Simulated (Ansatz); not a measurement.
# CH4BClS (SMILES CSBCl) at B3LYP/6-31G(d) (spherical functions)

Aim: the vertical ionisation energy of CH4BClS at B3LYP/6-31G* (spherical functions), from 2 runs. 

Program for the calculation: Ansatz 0.2.0.

94 further runs of the same task are left out: 94 set aside as unsound or not needed.

### 1 Starting point

The species is CH4BClS (8 atoms), meant as a singlet with charge 0. As SMILES, `CSBCl`. The shape is that of a PBE0-D4/def2-TZVP optimisation. This is one conformer, not always the lowest.

Bond lengths: C1–S2 1.810 Å, S2–B3 1.766 Å, B3–Cl4 1.749 Å, C1–H5 1.088 Å, C1–H6 1.089 Å, C1–H7 1.089 Å, B3–H8 1.191 Å. Angles: C1–S2–B3 103.2°, S2–B3–Cl4 119.0°, S2–C1–H5 110.2°, S2–C1–H6 109.0°, S2–C1–H7 109.0°, S2–B3–H8 121.7°, Cl4–B3–H8 119.3°, H5–C1–H6 109.7°, H5–C1–H7 109.7°, H6–C1–H7 109.3°.

### 2 The energy at B3LYP/6-31G(d) (spherical functions)

Contents of job.yaml:

```yaml
crystal:
  periodic: [false, false, false]
  atoms:
    - symbol: C
      position_ang: [-0.471000, 1.184200, 0.216300]
    - symbol: S
      position_ang: [0.979400, 0.341100, -0.461900]
    - symbol: B
      position_ang: [0.578900, -1.367600, -0.269600]
    - symbol: Cl
      position_ang: [1.728300, -2.572200, -0.805600]
    - symbol: H
      position_ang: [-1.201900, 0.455300, 0.560900]
    - symbol: H
      position_ang: [-0.157800, 1.812600, 1.049100]
    - symbol: H
      position_ang: [-0.912200, 1.808700, -0.559500]
    - symbol: H
      position_ang: [-0.451500, -1.719100, 0.214500]
basis:
  gaussian:
    orbitals: 6-31G_st_-spherical.json
hamiltonian:
  xc: {name: B3LYP}
accuracy: high
output: {orbitals: {seedname: orbitals}}
```

The basis set 6-31G* is read from a file made from the Basis Set Exchange's data (not shown).

Command:

```
$ ansatz run job.yaml --threads 1 --pin off --max-ram 2610MiB --events-out events.jsonl --progress --plain --runs-dir runs
```

Log:

```text
Warning: RAYON_NUM_THREADS=1 ignored (pool sized by the plan → 1); use --threads N
Functional definition: B3LYP
  name "B3LYP"
  parameter a0 = 0.2
  parameter ax = 0.72
  parameter ac = 0.81
  exchange = (1 - a0 - ax)*slater_x + ax*b88_x + a0*exact_x
  correlation = (1 - ac)*vwn_rpa_c + ac*lyp_c
1631 factors; integrals over basis functions are off by at most 3.8e-9 eV
mean field evaluation 1: about -25135.4593 eV, gradient 3.2e1 eV
mean field evaluation 2: about -25134.6556 eV, gradient 3.6e1 eV
mean field evaluation 4: about -25137.9898 eV, gradient 8.3e-1 eV
mean field evaluation 8: about -25138.1645 eV, gradient 1.3e-1 eV
mean field evaluation 16: about -25138.1646 eV, gradient 5.8e-6 eV
mean field -25138.16456185 eV, -923.8105083880 hartree, gradient 6.7e-8 eV, S^2 0.000000; 0 other end points of the search recorded, 0 dependent functions left out
reference -25138.16459825 eV, -923.8105097257 hartree; 24, 24 occupied and 48, 48 virtual orbitals, 1631 factors
Total energy: -25138.16459825 eV, -923.8105097257 hartree
```

Run time: 6.9 s. Hardware: 1 thread of Arm Neoverse V1, shared host; peak memory 0.22 GiB.

### 3 The doublet cation at the same level

Contents of molecule.yaml:

```yaml
crystal:
  periodic: [false, false, false]
  atoms:
    - {symbol: C, position_ang: [-0.471000, 1.184200, 0.216300]}
    - {symbol: S, position_ang: [0.979400, 0.341100, -0.461900]}
    - {symbol: B, position_ang: [0.578900, -1.367600, -0.269600]}
    - {symbol: Cl, position_ang: [1.728300, -2.572200, -0.805600]}
    - {symbol: H, position_ang: [-1.201900, 0.455300, 0.560900]}
    - {symbol: H, position_ang: [-0.157800, 1.812600, 1.049100]}
    - {symbol: H, position_ang: [-0.912200, 1.808700, -0.559500]}
    - {symbol: H, position_ang: [-0.451500, -1.719100, 0.214500]}
basis:
  gaussian:
    orbitals: 6-31G_st_-spherical.json
total_charge: 1
accuracy: high
magnetization:
  spin_polarized: true
  initial_magnetization: 1
output:
  orbitals: {seedname: orbitals}
hamiltonian:
  xc: {name: B3LYP}
```

The basis set 6-31G* is read from a file made from the Basis Set Exchange's data (not shown).

Command:

```
$ ansatz run molecule.yaml --threads 1 --pin off --max-ram 2610MiB --events-out events.jsonl --progress --plain --runs-dir runs
```

Log:

```text
Warning: RAYON_NUM_THREADS=1 ignored (pool sized by the plan → 1); use --threads N
[... 7 set-up lines as earlier in the session ...]
1631 factors; integrals over basis functions are off by at most 3.8e-9 eV
mean field evaluation 1: about -25123.1631 eV, gradient 3.2e1 eV
mean field evaluation 2: about -25119.9158 eV, gradient 3.8e1 eV
mean field evaluation 4: about -25128.1788 eV, gradient 1.1e0 eV
mean field evaluation 8: about -25128.3651 eV, gradient 2.0e-1 eV
mean field evaluation 16: about -25128.3653 eV, gradient 3.1e-4 eV
mean field evaluation 32: about -25128.3653 eV, gradient 6.8e-8 eV
mean field -25128.36534273 eV, -923.4503937277 hartree, gradient 6.7e-8 eV, S^2 0.756928; 3 other end points of the search recorded, 0 dependent functions left out
reference -25128.36537901 eV, -923.4503950607 hartree; 24, 23 occupied and 48, 49 virtual orbitals, 1631 factors
Total energy: -25128.36537901 eV, -923.4503950607 hartree
```

Run time: 19 s. Hardware: 1 thread of Arm Neoverse V1, shared host; peak memory 0.33 GiB.

### 4 Results

At B3LYP/6-31G* (spherical functions):

| quantity | value |
| --- | --- |
| singlet CH4BClS: total energy | -923.81051 Eh |
| singlet CH4BClS: HOMO energy | -7.39 eV |
| singlet CH4BClS: LUMO energy | -1.00 eV |
| singlet CH4BClS: HOMO–LUMO gap | 6.39 eV |
| doublet cation: total energy | -923.45040 Eh |
| doublet cation: HOMO energy (highest over α and β) | -14.04 eV |
| doublet cation: LUMO energy (lowest over α and β) | -12.19 eV |
| doublet cation: ⟨S²⟩ | 0.757 |
| vertical ionisation energy (to the doublet cation) | 9.799 eV |

**Reading.** The vertical ionisation energy comes to 9.80 eV (226 kcal/mol). −ε(HOMO) before ionisation, 7.39 eV, is 2.41 eV below this ionisation energy.
